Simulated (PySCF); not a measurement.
# C₄H₇NSi: electronic excitations and core binding energies

Aim: predict the electronic excitations and core binding energies of C₄H₇NSi (`C#C[C@H]1NC[SiH2]1`).

The runs use PySCF 2.14.0, with density-fitted response routines of our own; the level of theory stands in each step. All values are computed, except where a source is named. Atoms are numbered from 0 throughout.

## 1. Starting geometry

13 atoms, charge 0, multiplicity 1; geometry from: GFN2-xTB.

Bonds of the start (Å): C0–C1 1.20, C1–C2 1.44, C2–N3 1.47, N3–C4 1.46, C4–Si5 1.91, Si5–C2 1.94, C0–H6 1.05, C2–H7 1.10, N3–H8 1.01, C4–H9 1.09, C4–H10 1.10, Si5–H11 1.46, Si5–H12 1.46.

## 2. Ultraviolet spectrum: PBE0/def2-SVPD

Job settings and geometry (Å):

```
{"job": {"kind": "uv", "xc": "PBE0", "basis": "def2-SVPD", "nstates": 8, "ntriplets": 3}, "charge": 0, "multiplicity": 1}
C      0.753221    -2.693134     0.933155
C      0.547059    -1.520144     0.800975
C      0.287122    -0.116283     0.625531
N      0.935525     0.449001    -0.565893
C     -0.058452     1.410606    -1.039857
Si    -1.419002     0.452365    -0.092333
H      0.934110    -3.719345     1.053465
H      0.547762     0.408546     1.560379
H      1.868736     0.815336    -0.417686
H     -0.088071     1.439097    -2.130737
H      0.103994     2.437381    -0.683071
H     -2.117080    -0.567864    -0.863752
H     -2.299312     1.204924     0.802095
```

With the program's defaults for keys left out, this is: TDDFT PBE0/def2-SVPD, vertical, gas phase, core orbitals frozen in the response.

Command:

```console
> OMP_NUM_THREADS=1 python probes_run.py task.json out
```

One launch serves the whole session: the jobs run in the order shown.

The program printed:

```text
coarse grid: 11376 points
cycle   1  E = -500.0461471160  dE =  7.214e-01  |g| = 4.007e-01  |ddm| = 9.877e+00
cycle   2  E = -500.0407746106  dE =  5.373e-03  |g| = 4.293e-01  |ddm| = 2.789e+00
cycle   3  E = -500.0903656803  dE = -4.959e-02  |g| = 6.830e-02  |ddm| = 1.209e+00
cycle   4  E = -500.0912773639  dE = -9.117e-04  |g| = 2.809e-02  |ddm| = 2.021e-01
cycle   5  E = -500.0914656850  dE = -1.883e-04  |g| = 5.614e-03  |ddm| = 6.862e-02
cycle   6  E = -500.0914689918  dE = -3.307e-06  |g| = 4.456e-03  |ddm| = 1.983e-02
cycle   7  E = -500.0914739008  dE = -4.909e-06  |g| = 6.179e-04  |ddm| = 6.389e-03
final grid: 105360 points
cycle   8  E = -500.1560741509  dE = -2.227e-05  |g| = 6.491e-03  |ddm| = 1.556e-01
cycle   9  E = -500.1560634792  dE =  1.067e-05  |g| = 9.068e-03  |ddm| = 3.436e-02
cycle  10  E = -500.1560848283  dE = -2.135e-05  |g| = 1.884e-03  |ddm| = 1.634e-02
cycle  11  E = -500.1560857103  dE = -8.821e-07  |g| = 3.361e-04  |ddm| = 2.936e-03
cycle  12  E = -500.1560857374  dE = -2.703e-08  |g| = 1.093e-04  |ddm| = 9.282e-04
cycle  13  E = -500.1560857402  dE = -2.813e-09  |g| = 2.870e-05  |ddm| = 2.650e-04
cycle  14  E = -500.1560857403  dE = -1.739e-10  |g| = 9.786e-06  |ddm| = 1.413e-04
converged SCF energy = -500.1560857403

Static polarisability (au): isotropic 79.637, principal 63.443 74.652 100.814

Singlet excitations
state   eV       nm        f      main configurations
  1   5.2845    234.6   0.00573   H->L 0.98
  2   5.7284    216.4   0.00363   H->L+1 0.95
  3   5.9616    208.0   0.04554   H-1->L 0.93
  4   6.0775    204.0   0.00527   H-1->L+1 0.65
  5   6.3105    196.5   0.01612   H->L+2 0.85
  6   6.4084    193.5   0.01315   H-2->L 0.82
  7   6.6401    186.7   0.00494   H-1->L+2 0.45, H-2->L+1 0.21
  8   6.7806    182.9   0.00002   H->L+3 0.85

Triplet excitations (Tamm-Dancoff, eV): 5.0570 5.2595 5.4172
```

It took 33 s on 1 thread of Intel Xeon at 2.70GHz, shared host; peak memory 0.66 GiB.

Frontier orbitals and where they lie:

| orbital | eV | atoms |
| --- | --- | --- |
| HOMO−3 | -8.81 | C4 37 %, Si5 23 %, N3 10 % |
| HOMO−2 | -7.75 | C0 41 %, C1 40 %, C2 6 % |
| HOMO−1 | -7.20 | C0 31 %, C1 27 %, C2 12 % |
| HOMO | -6.70 | N3 54 %, C4 10 %, C2 9 % |
| LUMO | -0.20 | Si5 40 %, H12 12 %, H11 11 % |
| LUMO+1 | 0.40 | Si5 16 %, H8 11 %, C4 10 % |
| LUMO+2 | 0.72 | Si5 33 %, C0 13 %, H12 12 % |

With each of the 8 states as a Gaussian band of 0.4 eV half-width at 1/e, the curve within the window shown has maxima at 204 nm (ε 2,700) L/(mol cm). Beyond the last state computed it falls off for lack of states. The curve at chosen wavelengths:

nm, ε (L/mol/cm) and a bar:
```
      175        109 #
      179        295 ###
      182        531 ######
      186        969 ##########
      189       1359 ###############
      193       1889 #####################
      196       2248 #########################
      200       2604 #############################
      203       2733 ##############################
      207       2675 #############################
      211       2367 ##########################
      214       2027 ######################
      218       1531 #################
      221       1191 #############
      225        831 #########
      228        637 #######
      232        462 #####
      236        348 ####
      239        286 ###
      243        218 ##
      246        175 ##
      250        126 #
      253         95 #
      257         62 
      260         44 
      264         27
```

Ground-state properties from the same run:

| property | computed |
| --- | --- |
| dipole moment (D) | 1.70 |
| polarisability (Å³) | 11.80 |
| HOMO–LUMO gap (eV) | 6.50 |
| −ε(HOMO) (eV) | 6.70 |

## 3. Core holes by ΔSCF: SCAN, X2C

Same as in step 2 but for these lines:

```diff
@@ -1,2 +1,2 @@
-{"job": {"kind": "uv", "xc": "PBE0", "basis": "def2-SVPD", "nstates": 8, "ntriplets": 3}, "charge": 0, "multiplicity": 1}
+{"job": {"kind": "xps"}, "charge": 0, "multiplicity": 1}
 C      0.753221    -2.693134     0.933155
```

Method: delta-SCF UKS SCAN, pcX-2 on the ionised atom, pcseg-1 elsewhere, spin-free X2C.

The program printed:

```text
ground state, core basis on atom 0 (C), 154 functions
  cycle   1  E = -501.17473640  |g| = 5.40e-01
  cycle   2  E = -501.11158814  |g| = 7.07e-01
  cycle   3  E = -501.25098665  |g| = 1.16e-01
  cycle   4  E = -501.25343468  |g| = 6.81e-02
  cycle   5  E = -501.25438765  |g| = 3.11e-02
  cycle   6  E = -501.25462678  |g| = 7.13e-03
  cycle   7  E = -501.25464061  |g| = 1.50e-03
  cycle   8  E = -501.25463872  |g| = 6.75e-04
  cycle   9  E = -501.25463869  |g| = 1.50e-04
  E(ground) = -501.29702893 Eh
hole in C 1s of atom 0
  cycle   1  E = -490.03181324  |g| = 1.50e+00
  cycle   2  E = -487.23067512  |g| = 2.40e+00
  cycle   3  E = -490.20069181  |g| = 8.67e-01
  cycle   4  E = -490.51846105  |g| = 4.40e-01
  cycle   5  E = -490.57572294  |g| = 2.75e-01
  cycle   6  E = -490.60789873  |g| = 7.52e-02
  cycle   7  E = -490.61109856  |g| = 1.98e-02
  cycle   8  E = -490.61138107  |g| = 1.20e-02
  cycle   9  E = -490.61152828  |g| = 6.17e-03
  cycle  10  E = -490.61161581  |g| = 3.77e-03
  cycle  11  E = -490.61164343  |g| = 1.60e-03
  cycle  12  E = -490.61164725  |g| = 5.46e-04
  cycle  13  E = -490.61164752  |g| = 2.38e-04
  E(ion) = -490.65314113 Eh   <S^2> = 0.8186   hole on atom = 1.000   binding energy = 289.635 eV
ground state, core basis on atom 1 (C), 154 functions
  cycle   1  E = -501.25447834  |g| = 6.63e-02
  cycle   2  E = -501.25246978  |g| = 9.47e-02
  cycle   3  E = -501.25426205  |g| = 4.60e-02
  cycle   4  E = -501.25478955  |g| = 9.74e-03
  cycle   5  E = -501.25481755  |g| = 7.86e-04
  cycle   6  E = -501.25481712  |g| = 2.85e-04
  E(ground) = -501.29729119 Eh
hole in C 1s of atom 1
  cycle   1  E = -490.01976656  |g| = 1.51e+00
  cycle   2  E = -487.73831438  |g| = 2.30e+00
  cycle   3  E = -490.21569455  |g| = 8.03e-01
  cycle   4  E = -490.43886059  |g| = 5.75e-01
  cycle   5  E = -490.55658705  |g| = 2.52e-01
  cycle   6  E = -490.58313681  |g| = 1.03e-01
  cycle   7  E = -490.58912570  |g| = 1.90e-02
  cycle   8  E = -490.58947847  |g| = 1.24e-02
  cycle   9  E = -490.58972927  |g| = 7.61e-03
  cycle  10  E = -490.58991254  |g| = 5.01e-03
  cycle  11  E = -490.58999383  |g| = 2.79e-03
  cycle  12  E = -490.59000930  |g| = 1.59e-03
  cycle  13  E = -490.59001406  |g| = 9.78e-04
  cycle  14  E = -490.59001386  |g| = 4.01e-04
  E(ion) = -490.63136600 Eh   <S^2> = 0.8579   hole on atom = 1.000   binding energy = 290.235 eV
ground state, core basis on atom 2 (C), 154 functions
  cycle   1  E = -501.25303796  |g| = 6.07e-02
  cycle   2  E = -501.25242257  |g| = 5.41e-02
  cycle   3  E = -501.25234760  |g| = 5.64e-02
  cycle   4  E = -501.25317683  |g| = 9.28e-03
  cycle   5  E = -501.25319910  |g| = 1.40e-03
  cycle   6  E = -501.25319767  |g| = 2.66e-04
  E(ground) = -501.29453104 Eh
hole in C 1s of atom 2
  cycle   1  E = -489.96665108  |g| = 1.52e+00
  cycle   2  E = -488.68950249  |g| = 2.17e+00
  cycle   3  E = -490.32790132  |g| = 6.55e-01
  cycle   4  E = -490.38158703  |g| = 5.45e-01
  cycle   5  E = -490.54262528  |g| = 9.19e-02
  cycle   6  E = -490.54610021  |g| = 2.78e-02
  cycle   7  E = -490.54651290  |g| = 1.02e-02
  cycle   8  E = -490.54657574  |g| = 6.47e-03
  cycle   9  E = -490.54661075  |g| = 2.86e-03
  cycle  10  E = -490.54663227  |g| = 1.81e-03
  cycle  11  E = -490.54664382  |g| = 1.27e-03
  cycle  12  E = -490.54664891  |g| = 8.81e-04
  cycle  13  E = -490.54665375  |g| = 4.75e-04
  E(ion) = -490.58699036 Eh   <S^2> = 0.7779   hole on atom = 1.000   binding energy = 291.367 eV
ground state, core basis on atom 3 (N), 154 functions
  cycle   1  E = -501.26345241  |g| = 7.42e-02
  cycle   2  E = -501.26341585  |g| = 2.25e-02
  cycle   3  E = -501.26335421  |g| = 2.82e-02
  cycle   4  E = -501.26352258  |g| = 2.64e-03
  cycle   5  E = -501.26352417  |g| = 1.02e-03
  cycle   6  E = -501.26352522  |g| = 3.97e-04
  E(ground) = -501.30400619 Eh
hole in N 1s of atom 3
  cycle   1  E = -485.68272699  |g| = 1.87e+00
  cycle   2  E = -484.40810392  |g| = 2.40e+00
  cycle   3  E = -486.17276858  |g| = 6.69e-01
  cycle   4  E = -486.16195492  |g| = 6.39e-01
  cycle   5  E = -486.38145549  |g| = 1.59e-01
  cycle   6  E = -486.39368605  |g| = 4.80e-02
  cycle   7  E = -486.39476709  |g| = 9.94e-03
  cycle   8  E = -486.39481637  |g| = 4.06e-03
  cycle   9  E = -486.39482986  |g| = 1.78e-03
  cycle  10  E = -486.39483368  |g| = 1.01e-03
  cycle  11  E = -486.39483651  |g| = 7.21e-04
  cycle  12  E = -486.39483693  |g| = 5.09e-04
  cycle  13  E = -486.39483947  |g| = 2.71e-04
  E(ion) = -486.43443633 Eh   <S^2> = 0.7690   hole on atom = 1.000   binding energy = 404.622 eV
ground state, core basis on atom 4 (C), 154 functions
  cycle   1  E = -501.25191254  |g| = 5.79e-02
  cycle   2  E = -501.25184282  |g| = 2.46e-02
  cycle   3  E = -501.25181116  |g| = 2.77e-02
  cycle   4  E = -501.25197607  |g| = 1.99e-03
  cycle   5  E = -501.25197984  |g| = 1.03e-03
  cycle   6  E = -501.25198171  |g| = 3.17e-04
  E(ground) = -501.29317425 Eh
hole in C 1s of atom 4
  cycle   1  E = -489.99082172  |g| = 1.51e+00
  cycle   2  E = -487.90367103  |g| = 2.43e+00
  cycle   3  E = -490.37674850  |g| = 5.80e-01
  cycle   4  E = -490.47887632  |g| = 4.14e-01
  cycle   5  E = -490.53695289  |g| = 2.44e-01
  cycle   6  E = -490.56445704  |g| = 8.88e-02
  cycle   7  E = -490.56814366  |g| = 1.99e-02
  cycle   8  E = -490.56833916  |g| = 6.37e-03
  cycle   9  E = -490.56837206  |g| = 2.26e-03
  cycle  10  E = -490.56837961  |g| = 9.17e-04
  cycle  11  E = -490.56837972  |g| = 4.10e-04
  E(ion) = -490.60908632 Eh   <S^2> = 0.7724   hole on atom = 1.000   binding energy = 290.729 eV
ground state, core basis on atom 5 (Si), 165 functions
  cycle   1  E = -501.34451005  |g| = 2.86e-01
  cycle   2  E = -501.34451686  |g| = 3.76e-02
  cycle   3  E = -501.34419992  |g| = 4.51e-02
  cycle   4  E = -501.34456072  |g| = 2.30e-02
  cycle   5  E = -501.34469267  |g| = 5.23e-03
  cycle   6  E = -501.34469849  |g| = 3.75e-04
  E(ground) = -501.34513716 Eh
hole in Si 1s of atom 5
  cycle   1  E = -432.41338037  |g| = 4.35e+00
  cycle   2  E = -431.07898263  |g| = 2.54e+00
  cycle   3  E = -426.46894119  |g| = 2.76e+00
  cycle   4  E = -433.34161370  |g| = 4.80e-01
  cycle   5  E = -433.36842994  |g| = 4.33e-01
  cycle   6  E = -433.47752864  |g| = 8.07e-02
  cycle   7  E = -433.48052102  |g| = 3.95e-02
  cycle   8  E = -433.48087030  |g| = 2.83e-02
  cycle   9  E = -433.48125691  |g| = 9.90e-03
  cycle  10  E = -433.48130288  |g| = 3.19e-03
  cycle  11  E = -433.48130840  |g| = 6.86e-04
  cycle  12  E = -433.48130881  |g| = 3.31e-04
  E(ion) = -433.48942081 Eh   <S^2> = 0.7531   hole on atom = 1.000   binding energy = 1846.448 eV
hole in Si 2p of atom 5
  cycle   1  E = -497.07045835  |g| = 1.24e+00
  cycle   2  E = -495.85887157  |g| = 1.60e+00
  cycle   3  E = -497.10677043  |g| = 6.63e-01
  cycle   4  E = -497.36922386  |g| = 2.50e-01
  cycle   5  E = -497.35619773  |g| = 2.90e-01
  cycle   6  E = -497.40139039  |g| = 3.58e-02
  cycle   7  E = -497.40203013  |g| = 1.43e-02
  cycle   8  E = -497.40214335  |g| = 4.06e-03
  cycle   9  E = -497.40215354  |g| = 1.76e-03
  cycle  10  E = -497.40215595  |g| = 1.00e-03
  cycle  11  E = -497.40215743  |g| = 6.35e-04
  cycle  12  E = -497.40215896  |g| = 4.41e-04
  E(ion) = -497.41422389 Eh   <S^2> = 0.7552   hole on atom = 1.002   binding energy = 106.966 eV
  2p3/2 = 106.740 eV   2p1/2 = 107.363 eV
```

Wall time 73 s (1 thread of Intel Xeon at 2.70GHz, shared host); peak memory 0.53 GiB.

The holes in one table. −ε is the ground-state orbital energy:

| hole | stands for | environment | ΔSCF (eV; 2p as the shell's mean) | −ε (eV) | ⟨S²⟩ |
| --- | --- | --- | --- | --- | --- |
| C1s on C0 | C0 | terminal alkyne carbon | 289.63 | 273.0 | 0.819 |
| C1s on C1 | C1 | alkyne carbon | 290.23 (doubtful) | 273.3 | 0.858 |
| C1s on C2 | C2 | propargylic sp3 CH bonded to N and Si | 291.37 | 274.8 | 0.778 |
| N1s on N3 | N3 | amine nitrogen | 404.62 | 385.8 | 0.769 |
| C1s on C4 | C4 | sp3 CH2 bonded to N and Si | 290.73 | 274.1 | 0.772 |
| Si1s on Si5 | Si5 | silicon bonded to 2 C, 2 H, in a 4-membered ring | 1846.45 | 1793.5 | 0.753 |
| Si2p on Si5 | Si5 | silicon bonded to 2 C, 2 H, in a 4-membered ring | 106.95 | 96.4 | 0.755 |

Doubtful: the ion did not converge, its hole moved, or its ⟨S²⟩ is well above 0.75.

With the spin-orbit splitting: Si5 2p3/2 106.74, 2p1/2 107.36 eV. The table gives each 2p level as the mean over the whole 2p shell (two parts 2p3/2, one part 2p1/2), which differs a little from the single hole in the log.

## 4. What came out

```
                                                    quantity                               value
                             lowest singlet (PBE0/def2-SVPD)         5.28 eV (235 nm), f = 0.006
                    brightest single state of those computed         state 3, 5.96 eV, f = 0.046
                                              lowest triplet                             5.06 eV
C1s binding energies, SCAN/pcX-2 (standing for 3 of 4 atoms)  C2 291.37, C4 290.73, C0 289.63 eV
                            N1s binding energies, SCAN/pcX-2                        N3 404.62 eV
                           Si1s binding energies, SCAN/pcX-2                      Si5 1846.45 eV
                           Si2p binding energies, SCAN/pcX-2                       Si5 106.95 eV
```

The lowest singlet, at 5.28 eV, is HOMO→LUMO 0.98 and is weak; of the 8 states computed, the strongest absorption comes from state 3 at 5.96 eV. The lowest triplet lies 0.23 eV below the lowest singlet (triplets in Tamm-Dancoff, singlets in full TDDFT). C2 (propargylic sp3 CH bonded to N and Si) binds its C1s electron 1.73 eV more tightly than C0 (terminal alkyne carbon). Only 3 of the 4 C atoms are covered by sound results.
